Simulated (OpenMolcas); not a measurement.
# Cu³⁺ among point charges: CASSCF and CASPT2 levels and susceptibility, part 2 of 2

How does a field of 6 point charges split the states of Cu³⁺, and what χT follows?

OpenMolcas 26.06; ANO-RCC-VDZP, DKH2, active space 8 electrons in 5 orbitals (3d), orbitals: per spin and parity. Surroundings: 6 point charges of -2.2 e arranged as an octahedron (Oh), 1.9 Å from the ion. Earlier steps stand in the parts before.

## (6) CASPT2: IPEA 0.25, imaginary shift 0.1 (closed shells correlated: 3s 3p)

a.inp reads:

```
>>> COPY JOB001 $Project.JobIph
&CASPT2
Multistate=10 1 2 3 4 5 6 7 8 9 10
NoMult
Frozen=2 3
IPEA=0.25
Imaginary=0.1
MaxIter=60
WThr=0.0 0.3 0.05
PrWF=0.5
NoMix
>>> COPY JOB002 $Project.JobIph
&CASPT2
Multistate=15 1 2 3 4 5 6 7 8 9 10 11 12 13 14 15
NoMult
Frozen=2 3
IPEA=0.25
Imaginary=0.1
MaxIter=60
WThr=0.0 0.3 0.05
PrWF=0.5
NoMix
```

The program printed:

```text
Orbital specifications:
      -----------------------

      Symmetry species                           1   2
                                                ag  au
      Frozen orbitals                            2   3
      Inactive orbitals                          1   3
      Active orbitals                            5   0
      Secondary orbitals                         7  13
      Deleted orbitals                           0   0
      Number of basis functions                 15  19
Type of calculation                        SS-CASPT2
      Fock operator                              state-specific
      IPEA shift                                 0.25
      Real shift                                 0.00
      Imaginary shift                            0.10
      The input orbitals will be transformed to quasi-canonical
Reference energy:       -1661.9678910515
      E2 (Non-variational):      -0.4194316254
      Shift correction:          -0.0000795637
      E2 (Variational):          -0.4195111892
      Total energy:           -1662.3874022406
      Residual norm:              0.0000006570
      Reference weight:           0.94961
      Contributions to the CASPT2 correlation energy
      Active & Virtual Only:         -0.2039253841
      One Inactive Excited:          -0.1662615588
      Two Inactive Excited:          -0.0492446824
Reference energy:       -1661.9503322926
      E2 (Non-variational):      -0.4184669751
      Shift correction:          -0.0000796866
      E2 (Variational):          -0.4185466617
      Total energy:           -1662.3688789544
      Residual norm:              0.0000000880
      Reference weight:           0.94966
      Contributions to the CASPT2 correlation energy
      Active & Virtual Only:         -0.2030059543
      One Inactive Excited:          -0.1661649381
      Two Inactive Excited:          -0.0492960827
::    CASPT2 Root  1     Total energy:  -1662.38740224
::    CASPT2 Root  2     Total energy:  -1662.36887895
::    CASPT2 Root  3     Total energy:  -1662.37022967
::    CASPT2 Root  4     Total energy:  -1662.36872608
::    CASPT2 Root  5     Total energy:  -1662.35213892
::    CASPT2 Root  6     Total energy:  -1662.35148661
::    CASPT2 Root  7     Total energy:  -1662.35237474
::    CASPT2 Root  8     Total energy:  -1662.27682326
::    CASPT2 Root  9     Total energy:  -1662.27660345
::    CASPT2 Root 10     Total energy:  -1662.27736516
Orbital specifications:
      -----------------------

      Symmetry species                           1   2
                                                ag  au
      Frozen orbitals                            2   3
      Inactive orbitals                          1   3
      Active orbitals                            5   0
      Secondary orbitals                         7  13
      Deleted orbitals                           0   0
      Number of basis functions                 15  19
Type of calculation                        SS-CASPT2
      Fock operator                              state-specific
      IPEA shift                                 0.25
      Real shift                                 0.00
      Imaginary shift                            0.10
      The input orbitals will be transformed to quasi-canonical
Reference energy:       -1661.8738784898
      E2 (Non-variational):      -0.4338386646
      Shift correction:          -0.0000848042
      E2 (Variational):          -0.4339234688
      Total energy:           -1662.3078019587
      Residual norm:              0.0000000389
      Reference weight:           0.94711
      Contributions to the CASPT2 correlation energy
      Active & Virtual Only:         -0.2091495539
      One Inactive Excited:          -0.1680302116
      Two Inactive Excited:          -0.0566588991
Reference energy:       -1661.8738784898
      E2 (Non-variational):      -0.4337819247
      Shift correction:          -0.0000837459
      E2 (Variational):          -0.4338656706
      Total energy:           -1662.3077441604
      Residual norm:              0.0000000393
      Reference weight:           0.94712
      Contributions to the CASPT2 correlation energy
      Active & Virtual Only:         -0.2091109421
      One Inactive Excited:          -0.1680120642
      Two Inactive Excited:          -0.0566589183
::    CASPT2 Root  1     Total energy:  -1662.30780196
::    CASPT2 Root  2     Total energy:  -1662.30774416
::    CASPT2 Root  3     Total energy:  -1662.29538623
::    CASPT2 Root  4     Total energy:  -1662.29559640
::    CASPT2 Root  5     Total energy:  -1662.29518247
::    CASPT2 Root  6     Total energy:  -1662.25494659
::    CASPT2 Root  7     Total energy:  -1662.24784153
::    CASPT2 Root  8     Total energy:  -1662.24944421
::    CASPT2 Root  9     Total energy:  -1662.24821819
::    CASPT2 Root 10     Total energy:  -1662.23967546
::    CASPT2 Root 11     Total energy:  -1662.23974965
::    CASPT2 Root 12     Total energy:  -1662.23629832
::    CASPT2 Root 13     Total energy:  -1662.23629330
::    CASPT2 Root 14     Total energy:  -1662.23651899
::    CASPT2 Root 15     Total energy:  -1662.08809872
```

This run: 2 s of run time, 1 thread of Arm Neoverse V1, shared host.

SS-CASPT2: lowest energy less the reference's lowest, -0.4195 hartree; reference weights 0.943 to 0.951.

States without spin-orbit coupling:

| state | degeneracy | E (cm-1) | free-ion L (%) |
| --- | --- | --- | --- |
| 3A2 | 1 | 0 | F (100) |
| 3T2 | 3 | 3978 | F (100) |
| 3T1 | 3 | 7770 | F (99) |
| 1E | 2 | 17477 | D (93) |
| 1T2 | 3 | 20195 | D (98) |
| 3T1 | 3 | 24246 | P (99) |
| 1A1 | 1 | 29071 | G (100) |
| 1T1 | 3 | 30485 | G (100) |
| 1E | 2 | 32414 | G (93) |
| 1T2 | 3 | 33148 | G (98) |
| 1A1 | 1 | 65690 | S (100) |

With spin-orbit coupling:

```json
{"E (cm-1)": "0", "Degeneracy": "3", "Label": "T2", "2S+1": "3"}
{"E (cm-1)": "3640", "Degeneracy": "2", "Label": "E", "2S+1": "3"}
{"E (cm-1)": "3920", "Degeneracy": "3", "Label": "T1", "2S+1": "3"}
{"E (cm-1)": "4780", "Degeneracy": "3", "Label": "T2", "2S+1": "3"}
{"E (cm-1)": "4870", "Degeneracy": "1", "Label": "A2", "2S+1": "3"}
{"E (cm-1)": "6760", "Degeneracy": "1", "Label": "A1", "2S+1": "3"}
{"E (cm-1)": "7720", "Degeneracy": "3", "Label": "T1", "2S+1": "3"}
{"E (cm-1)": "9030", "Degeneracy": "3", "Label": "T2", "2S+1": "3"}
{"E (cm-1)": "9150", "Degeneracy": "2", "Label": "E", "2S+1": "3"}
{"E (cm-1)": "17910", "Degeneracy": "2", "Label": "E", "2S+1": "1"}
{"E (cm-1)": "20260", "Degeneracy": "3", "Label": "T2", "2S+1": "1"}
{"E (cm-1)": "24440", "Degeneracy": "2", "Label": "E", "2S+1": "3"}
{"E (cm-1)": "24700", "Degeneracy": "3", "Label": "T2", "2S+1": "3"}
{"E (cm-1)": "25140", "Degeneracy": "3", "Label": "T1", "2S+1": "3"}
{"E (cm-1)": "25480", "Degeneracy": "1", "Label": "A1", "2S+1": "3"}
{"E (cm-1)": "29540", "Degeneracy": "1", "Label": "A1", "2S+1": "1"}
{"E (cm-1)": "30950", "Degeneracy": "3", "Label": "T1", "2S+1": "1"}
{"E (cm-1)": "32890", "Degeneracy": "2", "Label": "E", "2S+1": "1"}
{"E (cm-1)": "33610", "Degeneracy": "3", "Label": "T2", "2S+1": "1"}
{"E (cm-1)": "66250", "Degeneracy": "1", "Label": "A1", "2S+1": "1"}
```

Powder χT (cm³ K/mol): 1.85 at 2 K, 1.85 at 5 K, 1.86 at 10 K, 1.86 at 20 K, 1.88 at 50 K, 1.90 at 100 K, 1.93 at 150 K, 1.95 at 200 K, 1.98 at 250 K, 2.00 at 300 K.

## (7) The methods side by side

A. CASSCF
B. SS-CASPT2, IPEA 0.25, imaginary shift 0.1 (closed shells correlated: 3s 3p)

| method | ground state | first state of that spin (cm-1) | first gap with spin-orbit (cm-1) | χT at 300 K |
| --- | --- | --- | --- | --- |
| A | 3A2 | 3T2 3854 | 3460.6 | 2.03 |
| B | 3A2 | 3T2 3978 | 3640.2 | 2.00 |

## (8) Results

What follows sums up all 2 parts.

| quantity | value |
| --- | --- |
| method | SS-CASPT2, IPEA 0.25, imaginary shift 0.1 (closed shells correlated: 3s 3p) |
| spin-free ground state | 3A2, 1-fold in its orbital part |
| first state of the same spin within the active space | 3T2 at 3980 cm⁻¹ |
| lowest level | 3-fold T2 |
| next level | 3640.2 cm⁻¹ |
| χT at 300 K | 2.00 cm³ K/mol |
| effective moment at 300 K | 4.00 μB |

Cost by method:

| method | time of its own steps | time with the reference |
| --- | --- | --- |
| A. CASSCF | 5.2 s | 5.2 s |
| B. SS-CASPT2, IPEA 0.25, imaginary shift 0.1, +3s 3p | 2 s | 7.1 s |

Times are of one thread on a shared host.

The spin-free ground state (3A2) comes to 100 % from free-ion F terms and keeps the highest spin of the shell. χT at 300 K is 2.00, against 1.00 cm³ K/mol for the spin alone, so orbital moment adds to it. CASPT2 does not keep the components of a term degenerate, and the means are used. The field of point charges can differ much from that of real complexes. This is an electrostatic model: the charges have no orbitals.
